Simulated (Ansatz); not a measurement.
# LiHPd: the cost of one run

All numbers are computed with the Python package of Ansatz 0.2.0. Level of theory: DFT LDA, plane waves, PAW.

### 1 The structure

Symmetry: P4/mmm, No. 123, tetragonal system. Conventional cell: a = 2.779 Å, b = 2.779 Å, c = 3.904 Å, α = 90.00°, β = 90.00°, γ = 90.00°. Li (site symmetry 4/mmm) is surrounded by 2 H at 1.95 Å. H (site symmetry 4/mmm) has 2 Li at 1.95 Å and 4 Pd at 1.97 Å as nearest neighbours. Around Pd (site symmetry 4/mmm) lie 4 H at 1.97 Å.

The script holds or builds the structure itself.

### 2 The code

Input file lihpd_smear.py:

```python
"""How the energy of LiHPd depends on the smearing."""

import argparse
import csv

import ansatz as az

parser = argparse.ArgumentParser(description="How the energy of LiHPd depends on the smearing.")
parser.add_argument("--xc", required=True, help="exchange-correlation functional")
parser.add_argument("--mesh", type=int, nargs=3, default=[10, 10, 7], help="k-point sampling")
parser.add_argument("--tolerance", type=float, required=True, help="SCF tolerance (eV)")
args = parser.parse_args()

xtal = (
    az.Lattice.of((2.779467, 0.0, 0.0), (0.0, 2.779467, 0.0), (0.0, 0.0, 3.904315))
    .atom("Li", (0.5, 0.5, 0.5))
    .atom("H", (0.5, 0.5, 0.0))
    .atom("Pd", (0.0, 0.0, 0.0))
)

job = (
    xtal.calculation()
    .functional(args.xc)
    .basis(16 * az.Ha)
    .kpoints(*args.mesh)
    .scf(tolerance=args.tolerance)
    .forces()
    .stress()
)

rows = []
for value in [0.3, 0.2, 0.1, 0.05]:
    rep = job.occupations("cold", width=value).run(threads=1).report
    rows.append((value, rep["free_energy_ev"] / len(rep["lattice"]["sites"]), rep["n_iterations"], sum(rep["stress_gpa"][i][i] for i in range(3)) / 3, max(abs(f) for row in rep["forces_ev_ang"] for f in row), rep["n_kpoints"]))

with open("smear.csv", "w", newline="") as handle:
    writer = csv.writer(handle)
    writer.writerow(["width (eV)", "F/atom (eV)", "iterations", "P (GPa)", "max component (eV/A)", "k-points"])
    writer.writerows([round(v, 5) if isinstance(v, float) else v for v in row] for row in rows)

# the last row is the reference
for row in rows[:-1]:
    shift = 1000 * (row[1] - rows[-1][1])
    print(f"{row[0]}: {shift:+.2f} meV/atom" + ("  (within 5 meV)" if abs(shift) < 5 else ""))
```

### 3 What the engine is handed

The engine receives this input (first run):

```yaml
crystal:
  lattice:
    - [2.779467, 0.0, 0.0]
    - [0.0, 2.779467, 0.0]
    - [0.0, 0.0, 3.904315]
  atoms:
    - { symbol: Li, position: [0.5, 0.5, 0.5] }
    - { symbol: H, position: [0.5, 0.5, 0.0] }
    - { symbol: Pd, position: [0.0, 0.0, 0.0] }
basis:
  ecutwfc: 435.382179935808
kpoints:
  mp_grid:
    grid: [10, 10, 7]
hamiltonian:
  xc: lda
scf:
  convergence:
    dr2_threshold: 1.0e-09
  occupations:
    method: cold
    width: 0.3
output:
  forces: true
  stress: true
```

### 4 The run

Run with:

```bash
python lihpd_smear.py --xc LDA --tolerance 1e-09
```

What time and memory should one allow on 1 thread of Arm Neoverse V2, shared host?

About 7 s, with a peak of 0.38 GiB.
